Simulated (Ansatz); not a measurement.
# SnSe: energy and stress against strain

Aim: for SnSe, strain the cell along the Voigt pattern (1, -1, 0, 0, 0, 0).

Program: Ansatz 0.2.0. Level of theory: DFT LDA, scalar-relativistic, plane waves, PAW. These are calculated values, not measurements.

**1. The structure to begin with**

The structure is tetragonal, space group P4/nmm (No. 129). The conventional cell has a = 4.190 Å, b = 4.190 Å, c = 10.980 Å, α = 90.00°, β = 90.00°, γ = 90.00°. Around Sn (site symmetry 4mm) lie 5 Se at 2.67 to 2.96 Å. Se (site symmetry 4mm) is surrounded by 5 Sn at 2.67 to 2.96 Å.

As a file:

```xyz
4
Lattice="4.1899 0.0000 0.0000 0.0000 4.1899 0.0000 0.0000 0.0000 10.9796" Properties=species:S:1:pos:R:3 pbc="T T T"
Sn    2.0949    0.0000    4.1521
Sn    0.0000    2.0949    6.8275
Se    2.0949    0.0000    6.8269
Se    0.0000    2.0949    4.1527
```

It goes back to an entry of the Materials Project, which need not be the stable form.

It is the result of an earlier relaxation at this level (volume 48.19 Å³/atom; gap on the mesh: 1.46 eV).

**2. Zero of energy**

The reference gives a free energy of -22526.7985 eV, pressure 0.00 GPa, largest force 0.001 eV/Å and gap on the mesh 1.46 eV. It was computed beforehand with the settings of the runs below.

**3. The scan: energy and stress against strain**

The cell is strained by ε times the Voigt pattern (1, -1, 0, 0, 0, 0) (xx, yy, zz, yz, xz, xy; engineering shear), with fractional coordinates fixed (clamped ions). The stress on the pattern is the sum of the stress components weighted by it, tension positive.

**4. ε = -0.1000**

The input, input.yaml:

```yaml
crystal:
  lattice:
    - [3.7709090441, 0.0, 0.0]
    - [0.0, 4.6088888317, 0.0]
    - [0.0, 0.0, 10.9796229414]
  atoms:
    - { symbol: Sn, position: [0.5, 0.0, 0.3781633338] }
    - { symbol: Sn, position: [0.0, 0.5, 0.6218366662] }
    - { symbol: Se, position: [0.5, 0.0, 0.6217782129] }
    - { symbol: Se, position: [0.0, 0.5, 0.3782217871] }
basis:
  ecutwfc: 420
kpoints:
  mp_grid: { grid: [6, 6, 4] }
hamiltonian:
  xc: lda
scf:
  occupations: { method: gaussian, width: 0.05 }
output:
  forces: true
  stress: true
  eigenvalues: true
```

Command:

```console
ansatz run input.yaml --threads 1 --pin off --max-ram 2560MiB --backend cpu --events-out ev --progress --plain --runs-dir out
```

**5. Point ε = 0.0750**

Changes to input.yaml since step 4:

```diff
@@ -2,4 +2,4 @@
   lattice:
-    - [3.7709090441, 0.0, 0.0]
-    - [0.0, 4.6088888317, 0.0]
+    - [4.5041413582, 0.0, 0.0]
+    - [0.0, 3.8756565176, 0.0]
     - [0.0, 0.0, 10.9796229414]
```

**6. ε = -0.0500**

Changes to input.yaml since step 5:

```diff
@@ -2,4 +2,4 @@
   lattice:
-    - [4.5041413582, 0.0, 0.0]
-    - [0.0, 3.8756565176, 0.0]
+    - [3.980403991, 0.0, 0.0]
+    - [0.0, 4.3993938848, 0.0]
     - [0.0, 0.0, 10.9796229414]
@@ -22 +22,5 @@
   eigenvalues: true
+  write_density: true
+  write_potential: true
+  elf: true
+  volumetric_format: npy
```

**7. ε = 0.0250**

Changes to input.yaml since step 6:

```diff
@@ -2,4 +2,4 @@
   lattice:
-    - [3.980403991, 0.0, 0.0]
-    - [0.0, 4.3993938848, 0.0]
+    - [4.2946464113, 0.0, 0.0]
+    - [0.0, 4.0851514645, 0.0]
     - [0.0, 0.0, 10.9796229414]
@@ -22,5 +22 @@
   eigenvalues: true
-  write_density: true
-  write_potential: true
-  elf: true
-  volumetric_format: npy
```

**8. Point ε = 0.0875**

Changes to input.yaml since step 7:

```diff
@@ -2,4 +2,4 @@
   lattice:
-    - [4.2946464113, 0.0, 0.0]
-    - [0.0, 4.0851514645, 0.0]
+    - [4.556515095, 0.0, 0.0]
+    - [0.0, 3.8232827808, 0.0]
     - [0.0, 0.0, 10.9796229414]
```

**9. ε = 0.0625**

Changes to input.yaml since step 8:

```diff
@@ -2,4 +2,4 @@
   lattice:
-    - [4.556515095, 0.0, 0.0]
-    - [0.0, 3.8232827808, 0.0]
+    - [4.4517676215, 0.0, 0.0]
+    - [0.0, 3.9280302543, 0.0]
     - [0.0, 0.0, 10.9796229414]
```

**10. ε = 0.0375**

Changes to input.yaml since step 9:

```diff
@@ -2,4 +2,4 @@
   lattice:
-    - [4.4517676215, 0.0, 0.0]
-    - [0.0, 3.9280302543, 0.0]
+    - [4.3470201481, 0.0, 0.0]
+    - [0.0, 4.0327777277, 0.0]
     - [0.0, 0.0, 10.9796229414]
@@ -22 +22,5 @@
   eigenvalues: true
+  write_density: true
+  write_potential: true
+  elf: true
+  volumetric_format: npy
```

**11. ε = 0.0125**

Changes to input.yaml since step 10:

```diff
@@ -2,4 +2,4 @@
   lattice:
-    - [4.3470201481, 0.0, 0.0]
-    - [0.0, 4.0327777277, 0.0]
+    - [4.2422726746, 0.0, 0.0]
+    - [0.0, 4.1375252012, 0.0]
     - [0.0, 0.0, 10.9796229414]
@@ -22,5 +22 @@
   eigenvalues: true
-  write_density: true
-  write_potential: true
-  elf: true
-  volumetric_format: npy
```

(Steps that only read results are left out.)

What does the calculation give? Wanted: slope of the stress at ε = 0, from the points at -0.0500, 0 and 0.0125.

The runs gave:

```
                                                              quantity   value
slope of the stress at ε = 0, from the points at -0.0500, 0 and 0.0125  40 GPa
```

**Reading.** The slope of the stress at zero strain, 40 GPa, estimates C11 + C22 − 2 C12 with clamped ions in this Cartesian frame; letting the atoms relax could not make it stiffer. The step is wide, so higher orders mix in. The undisturbed cell stays the lowest of the sampled points. The gap on the mesh stays between 0.14 and 1.46 eV. The cell holds empty space of several Å, a single layer or slab in vacuum, so volume, pressure and the long edge depend on that space.
